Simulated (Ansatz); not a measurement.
# TaH+ (quartet): wave-function methods side by side, def2-QZVPP

An exercise on one series of results from a longer session: the logs are not shown, and one member is left open.

Program: Ansatz 0.2.0, Gaussian basis. Level of theory: def2-QZVPP, core rule «outside noble gas», up to 4 orbitals frozen. These are calculated values, not measurements.

To be run: UHF; ROHF; CCSD(T) on UHF.

## The system

The geometry is a PBE0/def2-TZVP stationary point (not a proven minimum) of the parent state, kept for this charge and spin. No spin-orbit coupling is included. Elements past krypton take def2 core potentials.

2 atoms, charge 1, spin multiplicity 4.

Atoms are counted from 1 here; the program's logs count them from 0.

Bond lengths: Ta1–H2 1.722 Å.

Coordinates:

```xyz
2
charge 1, multiplicity 4
Ta    0.0000    0.0000    0.0000
H     0.0000    0.0000    1.7222
```

The first run:

Input file in.yaml:

```yaml
crystal:
  periodic: [false, false, false]
  atoms:
    - {symbol: Ta, position_ang: [0.000000, 0.000000, 0.000000]}
    - {symbol: H, position_ang: [0.000000, 0.000000, 1.722200]}
basis:
  gaussian: {orbitals: "def2-QZVPP.json"}
total_charge: 1
magnetization: {spin_polarized: true, initial_magnetization: 3}
hamiltonian: {xc: hf}
output: {orbitals: {seedname: orbitals}}
```

Started as:

```console
$ ansatz run in.yaml --threads 1 --pin off --events-out ev --progress --plain --max-ram 4096MiB --backend cpu
```

Among the steps run: UHF; ROHF; CCSD(T) on UHF.

One of the session's tables, all rows but one given; the rest of the session is left out.

It belongs to the step «Misses and costs». 

| method | from UCCSD(T) (kJ/mol) |
| --- | --- |
| ROHF | +220.3 |
| UHF | +201.8 |
| UMP2 | +39.0 |
| UCCSD | ? |
| UCCSD(T) | 0 |

Estimate the missing values for UCCSD.

The run gave: from UCCSD(T) (kJ/mol): +5.4. In the column «from UCCSD(T) (kJ/mol)» it lies between UCCSD(T) (0) and UMP2 (+39.0).
